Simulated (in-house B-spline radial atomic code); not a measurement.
# F in a hard spherical wall

What does confinement do to F? The free system is solved first, then the same system inside hard walls. More than one configuration is followed.

The numbers are computed with in-house B-spline radial atomic code version 1 (non-relativistic PBE, spin-polarised, spherical fractional occupations, point nucleus, basis-set limit), except any that are marked as measured or tabulated.

## Step 1: The system

```
element       : fluorine (Z = 9)
charge        : 0
electrons     : 9
configuration : [He] 2s2 2p5
Hamiltonian   : non-relativistic
nucleus       : point
```

The outer shells:

[He] 2s2 2p5
```
[He] core
2s [↑↓]
2p [↑↓][↑↓][↑ ]
```

Where spins are not typed, each open shell is filled with up spins first.

Settings, as recorded:

```ini
Z = 9
electrons = 9.0
configuration = [He] 2s2 2p5
hamiltonian = nr
method = pbe,pbe
spin_polarised = True
```

From the earlier run of the reference: total energy -99.665657 hartree. Levels, eight at most:

| orbital | occupation | energy (eV) | <r> (bohr) |
| --- | --- | --- | --- |
| 1s up | 1 | -662.89 | 0.1766 |
| 1s down | 1 | -662.18 | 0.1765 |
| 2s up | 1 | -30.591 | 0.9999 |
| 2s down | 1 | -28.887 | 1.011 |
| 2p up | 3 | -11.864 | 1.089 |
| 2p down | 2 | -10.235 | 1.127 |

## Step 2: Wall at 8.54 bohr, configuration [He] 2s2 2p5

The settings differ from step 1 so:

```diff
@@ -6 +6,2 @@
 spin_polarised = True
+wall_radius = 8.54
```

Main fields of the result record, rounded:

```text
status: converged
iterations: 10
energy [hartree]: {"total": -99.665651027, "kinetic": 99.4116239568, "nuclear": -238.507263076, "coulomb": 49.6506283739, "xc": -10.2206402817}
orbitals [hartree, bohr; first row names the columns]:
  - ["name", "occ", "eps", "<r>"]
  - ["1s up", 1.0, -24.360617, 0.17663]
  - ["1s down", 1.0, -24.334564, 0.17647]
  - ["2s up", 1.0, -1.1241661, 0.99988]
  - ["2s down", 1.0, -1.0615593, 1.0113]
  - ["2p up", 3.0, -0.43594814, 1.0887]
  - ["2p down", 2.0, -0.37610098, 1.1266]
sum_r [bohr^k]: {"-1": 26.50081, "1": 7.883643, "2": 10.72421}
pressure [GPa]: 0.0003414103
energy_minus_base [hartree]: 5.87788239e-06
```

It took 0.03 s on 1 thread, shared host.

energy_minus_base is the energy less that of the reference run. pressure is −dE/dV on the wall, from the slope of the orbitals there.

## Step 3: Wall at 4.95 bohr, configuration [He] 2s2 2p5

The settings differ from step 2 so:

```diff
@@ -6,2 +6,2 @@
 spin_polarised = True
-wall_radius = 8.54
+wall_radius = 4.95
```

Main fields:

```text
status: converged
iterations: 10
energy [hartree]: {"total": -99.661621922, "kinetic": 99.4437125193, "nuclear": -238.609476726, "coulomb": 49.7347931374, "xc": -10.2306508524}
orbitals [hartree, bohr; first row names the columns]:
  - ["name", "occ", "eps", "<r>"]
  - ["1s up", 1.0, -24.348788, 0.17663]
  - ["1s down", 1.0, -24.322846, 0.17647]
  - ["2s up", 1.0, -1.1156044, 1.0006]
  - ["2s down", 1.0, -1.0532319, 1.012]
  - ["2p up", 3.0, -0.42704583, 1.0811]
  - ["2p down", 2.0, -0.36718843, 1.1135]
sum_r [bohr^k]: {"-1": 26.51216, "1": 7.836119, "2": 10.4629}
pressure [GPa]: 0.7114115
energy_minus_base [hartree]: 0.00403498295
```

Run time: 0.03 s. Hardware: 1 thread, shared host.

## Step 4: Wall at 3.79 bohr, configuration [He] 2s2 2p5

The settings differ from step 3 so:

```diff
@@ -6,2 +6,2 @@
 spin_polarised = True
-wall_radius = 4.95
+wall_radius = 3.79
```

Main fields:

```text
status: converged
iterations: 9
energy [hartree]: {"total": -99.6297898886, "kinetic": 99.6361096311, "nuclear": -239.089386807, "coulomb": 50.1005856993, "xc": -10.2770984119}
orbitals [hartree, bohr; first row names the columns]:
  - ["name", "occ", "eps", "<r>"]
  - ["1s up", 1.0, -24.29422, 0.17664]
  - ["1s down", 1.0, -24.26847, 0.17648]
  - ["2s up", 1.0, -1.07916, 1.0008]
  - ["2s down", 1.0, -1.0170856, 1.0113]
  - ["2p up", 3.0, -0.38710047, 1.0553]
  - ["2p down", 2.0, -0.32666301, 1.0783]
sum_r [bohr^k]: {"-1": 26.56549, "1": 7.687671, "2": 9.818963}
pressure [GPa]: 11.34547
energy_minus_base [hartree]: 0.0358670163
```

It took 0.03 s on 1 thread, shared host.

## Step 5: Wall at 2.8 bohr, configuration [He] 2s2 2p5

The settings differ from step 4 so:

```diff
@@ -6,2 +6,2 @@
 spin_polarised = True
-wall_radius = 3.79
+wall_radius = 2.8
```

Main fields:

```text
status: converged
iterations: 9
energy [hartree]: {"total": -99.3975990577, "kinetic": 100.742352125, "nuclear": -241.205944222, "coulomb": 51.5379222035, "xc": -10.4719291644}
orbitals [hartree, bohr; first row names the columns]:
  - ["name", "occ", "eps", "<r>"]
  - ["1s up", 1.0, -24.062378, 0.1767]
  - ["1s down", 1.0, -24.036581, 0.17653]
  - ["2s up", 1.0, -0.93182189, 0.98195]
  - ["2s down", 1.0, -0.86875122, 0.98926]
  - ["2p up", 3.0, -0.21902702, 0.98545]
  - ["2p down", 2.0, -0.15547615, 0.99721]
sum_r [bohr^k]: {"-1": 26.80066, "1": 7.2752, "2": 8.412936}
pressure [GPa]: 171.8583
energy_minus_base [hartree]: 0.268057847
```

Wall time 0.03 s (1 thread, shared host).

## Step 6: Wall at 1.65 bohr, configuration [He] 2s2 2p5

The settings differ from step 5 so:

```diff
@@ -6,2 +6,2 @@
 spin_polarised = True
-wall_radius = 2.8
+wall_radius = 1.65
```

Main fields:

```text
status: converged
iterations: 8
energy [hartree]: {"total": -95.6550681991, "kinetic": 112.677766614, "nuclear": -257.093749161, "coulomb": 60.5330751907, "xc": -11.7721608426}
orbitals [hartree, bohr; first row names the columns]:
  - ["name", "occ", "eps", "<r>"]
  - ["1s up", 1.0, -22.440039, 0.17748]
  - ["1s down", 1.0, -22.408742, 0.17727]
  - ["2s up", 1.0, 0.29904867, 0.81178]
  - ["2s down", 1.0, 0.37693429, 0.81356]
  - ["2p up", 3.0, 1.0922288, 0.76189]
  - ["2p down", 2.0, 1.1755212, 0.76419]
sum_r [bohr^k]: {"-1": 28.56597, "1": 5.794129, "2": 4.905254}
pressure [GPa]: 9029.838
energy_minus_base [hartree]: 4.01058871
```

Wall time 0.02 s (1 thread, shared host).

## Step 7: Wall at 8.54 bohr, configuration [He] 2s1 2p6

Settings, as recorded:

```ini
Z = 9
electrons = 9.0
configuration = [He] 2s1 2p6
hamiltonian = nr
method = pbe,pbe
spin_polarised = True
wall_radius = 8.54
```

Main fields:

```text
status: converged
iterations: 10
energy [hartree]: {"total": -98.9816260393, "kinetic": 98.7299691941, "nuclear": -237.01489749, "coulomb": 49.4491901472, "xc": -10.1458878909}
orbitals [hartree, bohr; first row names the columns]:
  - ["name", "occ", "eps", "<r>"]
  - ["1s up", 1.0, -24.391265, 0.17646]
  - ["1s down", 1.0, -24.356762, 0.17651]
  - ["2s up", 1.0, -1.150067, 0.99649]
  - ["2p up", 3.0, -0.45563173, 1.0811]
  - ["2p down", 3.0, -0.39118117, 1.1235]
sum_r [bohr^k]: {"-1": 26.33499, "1": 7.963195, "2": 11.05306}
pressure [GPa]: 0.0003713937
energy_minus_base [hartree]: 0.684030866
```

It took 0.03 s on 1 thread, shared host.

## Step 8: Wall at 4.95 bohr, configuration [He] 2s1 2p6

The settings differ from step 7 so:

```diff
@@ -6,2 +6,2 @@
 spin_polarised = True
-wall_radius = 8.54
+wall_radius = 4.95
```

Main fields:

```text
status: converged
iterations: 10
energy [hartree]: {"total": -98.9770348043, "kinetic": 98.7666797526, "nuclear": -237.128120819, "coulomb": 49.5410505166, "xc": -10.1566442543}
orbitals [hartree, bohr; first row names the columns]:
  - ["name", "occ", "eps", "<r>"]
  - ["1s up", 1.0, -24.37834, 0.17646]
  - ["1s down", 1.0, -24.344098, 0.17652]
  - ["2s up", 1.0, -1.1404851, 0.99741]
  - ["2p up", 3.0, -0.44582441, 1.0752]
  - ["2p down", 3.0, -0.38171768, 1.1114]
sum_r [bohr^k]: {"-1": 26.34757, "1": 7.910319, "2": 10.76075}
pressure [GPa]: 0.8135137
energy_minus_base [hartree]: 0.688622101
```

Run time: 0.03 s. Hardware: 1 thread, shared host.

## Step 9: Wall at 3.79 bohr, configuration [He] 2s1 2p6

The settings differ from step 8 so:

```diff
@@ -6,2 +6,2 @@
 spin_polarised = True
-wall_radius = 4.95
+wall_radius = 3.79
```

Main fields:

```text
status: converged
iterations: 9
energy [hartree]: {"total": -98.9408751763, "kinetic": 98.982850864, "nuclear": -237.659310175, "coulomb": 49.9424487164, "xc": -10.2068645821}
orbitals [hartree, bohr; first row names the columns]:
  - ["name", "occ", "eps", "<r>"]
  - ["1s up", 1.0, -24.318371, 0.17647]
  - ["1s down", 1.0, -24.284923, 0.17653]
  - ["2s up", 1.0, -1.0997012, 0.99845]
  - ["2p up", 3.0, -0.40196897, 1.0531]
  - ["2p down", 3.0, -0.33850454, 1.078]
sum_r [bohr^k]: {"-1": 26.40659, "1": 7.744767, "2": 10.03861}
pressure [GPa]: 12.79735
energy_minus_base [hartree]: 0.724781729
```

Run time: 0.03 s. Hardware: 1 thread, shared host.

## Step 10: Wall at 2.8 bohr, configuration [He] 2s1 2p6

The settings differ from step 9 so:

```diff
@@ -6,2 +6,2 @@
 spin_polarised = True
-wall_radius = 3.79
+wall_radius = 2.8
```

Main fields:

```text
status: converged
iterations: 9
energy [hartree]: {"total": -98.6857543219, "kinetic": 100.160917005, "nuclear": -239.924949235, "coulomb": 51.4919346606, "xc": -10.4136567525}
orbitals [hartree, bohr; first row names the columns]:
  - ["name", "occ", "eps", "<r>"]
  - ["1s up", 1.0, -24.068464, 0.17652]
  - ["1s down", 1.0, -24.036398, 0.17659]
  - ["2s up", 1.0, -0.9403525, 0.98224]
  - ["2p up", 3.0, -0.22227165, 0.98811]
  - ["2p down", 3.0, -0.15841229, 0.99857]
sum_r [bohr^k]: {"-1": 26.65833, "1": 7.295371, "2": 8.499851}
pressure [GPa]: 185.6598
energy_minus_base [hartree]: 0.979902583
```

Wall time 0.03 s (1 thread, shared host).

## Step 11: Wall at 1.65 bohr, configuration [He] 2s1 2p6

The settings differ from step 10 so:

```diff
@@ -6,2 +6,2 @@
 spin_polarised = True
-wall_radius = 2.8
+wall_radius = 1.65
```

Main fields:

```text
status: converged
iterations: 8
energy [hartree]: {"total": -94.8572018532, "kinetic": 111.866851502, "nuclear": -255.804861868, "coulomb": 60.8149678296, "xc": -11.7341593168}
orbitals [hartree, bohr; first row names the columns]:
  - ["name", "occ", "eps", "<r>"]
  - ["1s up", 1.0, -22.398558, 0.17724]
  - ["1s down", 1.0, -22.358921, 0.17735]
  - ["2s up", 1.0, 0.318486, 0.81352]
  - ["2p up", 3.0, 1.1239165, 0.76529]
  - ["2p down", 3.0, 1.2025238, 0.76501]
sum_r [bohr^k]: {"-1": 28.42276, "1": 5.758993, "2": 4.85489}
pressure [GPa]: 9023.233
energy_minus_base [hartree]: 4.80845505
```

Wall time 0.02 s (1 thread, shared host).

## Step 12: Results against the radius

| configuration | radius (bohr) | energy above the free system (eV) | pressure (GPa) | highest level (eV) |
| --- | --- | --- | --- | --- |
| [He] 2s2 2p5 | 8.54 | 1.6e-04 | 0.000341 | -10.234 (2p down) |
| [He] 2s2 2p5 | 4.95 | 0.110 | 0.711 | -9.992 (2p down) |
| [He] 2s2 2p5 | 3.79 | 0.976 | 11.3 | -8.889 (2p down) |
| [He] 2s2 2p5 | 2.8 | 7.294 | 172 | -4.231 (2p down) |
| [He] 2s2 2p5 | 1.65 | 109.13 | 9030 | 31.988 (2p down) |
| [He] 2s1 2p6 | 8.54 | 18.613 | 0.000371 | -10.645 (2p down) |
| [He] 2s1 2p6 | 4.95 | 18.738 | 0.814 | -10.387 (2p down) |
| [He] 2s1 2p6 | 3.79 | 19.722 | 12.8 | -9.211 (2p down) |
| [He] 2s1 2p6 | 2.8 | 26.665 | 186 | -4.311 (2p down) |
| [He] 2s1 2p6 | 1.65 | 130.84 | 9023 | 32.722 (2p down) |

For [He] 2s2 2p5 the energy above the free reference is 1.6e-04 eV at 8.54 bohr and 109.13 eV at 1.65 bohr, where the electrons press on it with 9030 GPa. Its highest level passes zero between 2.8 and 1.65 bohr; in smaller spheres the level is positive, pushed up by confinement, and the wall keeps the electron in. Of [He] 2s2 2p5 and [He] 2s1 2p6, the first stays lower at every radius that both share. A hard wall is a crude model of an atom's surroundings.
